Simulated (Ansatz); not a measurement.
I need a short molecular-dynamics run of C2H5NSi, SMILES N#CC[SiH3]. Use Ansatz's Python interface. Use (for the species named): BLYP, 6-31G basis, multiplicity 1, D4 dispersion.

Input file `c2h5nsi.xyz`:
```text
9

N     2.76750   -0.43260   -0.15640
C     1.64360    0.04270   -0.26890
C     0.26980    0.61100   -0.41900
Si   -0.91270   -0.44070    0.39040
H     0.07000    0.72740   -1.48560
H     0.28140    1.62640    0.03820
H    -2.29730    0.17500    0.22470
H    -0.99700   -1.78200   -0.23470
H    -0.73680   -0.57340    1.89420
```

The script, `md_c2h5nsi.py`:
```python
# -*- coding: utf-8 -*-
'''Molecular dynamics of one C2H5NSi molecule.'''

import logging
import sys

import ansatz
import numpy as np

logging.basicConfig(stream=sys.stdout, format='%(name)s: %(message)s')
logger = logging.getLogger('run')
logger.setLevel(logging.INFO)

BASIS = '6-31G'
FUNCTIONAL = 'blyp'
DISPERSION = 'd4'
N_STEPS = 40
TEMPERATURE_K = 300


def main():
    mol = ansatz.Crystal.molecule_from_extxyz('c2h5nsi.xyz')

    model = (
        mol.calculation()
        .basis(gaussian=BASIS)
        .functional(FUNCTIONAL, dispersion=DISPERSION)
    )
    symbols = [site.symbol for site in mol.cartesian_sites]
    start = np.array([site.position_ang for site in mol.cartesian_sites], dtype=float)
    data = model.relax(force_tolerance=0.02).run().report
    end = np.array(data['positions_ang'])
    minimum = ansatz.Crystal.molecule()
    for symbol, place in zip(symbols, end):
        minimum = minimum.atom(symbol, place.tolist())

    # dynamics from the relaxed geometry
    model = minimum.calculation()
    model = model.basis(gaussian=BASIS).functional(FUNCTIONAL, dispersion=DISPERSION)
    model = model.md('nve', timestep=0.25, steps=N_STEPS, temperature=TEMPERATURE_K, initial_velocities='maxwell_boltzmann', seed=68)
    frames = []
    outcome = model.session().plan().execute(on_event=lambda e: frames.append(e['data']) if e['event'] == 'md_step' else None)
    logger.info('t (fs)   E_pot (eV)      E_kin (eV)   T (K)   d(0-1) (A)')
    for f in frames[::3]:
        xyz = np.array(f['positions_ang'])
        logger.info(f'{f["time_fs"]:6.2f} {f["lagrangian_ev"]:14.5f} {f["e_kin_ev"]:10.5f} {f["temperature_k"]:8.1f} {np.linalg.norm(xyz[0] - xyz[1]):9.4f}')
    kept = np.array([f['conserved_ev'] for f in frames])
    logger.info(f'conserved energy moves by at most {1000 * np.ptp(kept):.3f} meV')


if __name__ == '__main__':
    main()
```

```console
$ python md_c2h5nsi.py
run: t (fs)   E_pot (eV)      E_kin (eV)   T (K)   d(0-1) (A)
run:   0.00   -11518.89369    0.27145    300.0    1.1862
run:   0.75   -11518.87805    0.25583    282.7    1.1864
run:   1.50   -11518.83592    0.21379    236.3    1.1866
run:   2.25   -11518.78145    0.15947    176.2    1.1867
run:   3.00   -11518.73457    0.11272    124.6    1.1868
run:   3.75   -11518.71205    0.09023     99.7    1.1868
run:   4.50   -11518.71883    0.09694    107.1    1.1868
run:   5.25   -11518.74628    0.12428    137.3    1.1867
run:   6.00   -11518.77851    0.15640    172.9    1.1865
run:   6.75   -11518.80108    0.17893    197.7    1.1864
run:   7.50   -11518.80619    0.18404    203.4    1.1862
run:   8.25   -11518.79308    0.17097    188.9    1.1860
run:   9.00   -11518.76603    0.14397    159.1    1.1859
run:   9.75   -11518.73241    0.11041    122.0    1.1858
run: conserved energy moves by at most 0.420 meV
```

Notes:
- Total energies depend on the basis set; only differences at equal settings carry meaning.
- The trajectory is only some femtoseconds long, so its temperature is not equilibrated; where the script doesn't relax first, it starts from a rough generated geometry.
- The temperature counts the internal degrees of freedom alone.
- Timing: 63 s on 1 thread of AMD EPYC 9B14 (Zen 4), on a shared host, peak memory 0.21 GiB.
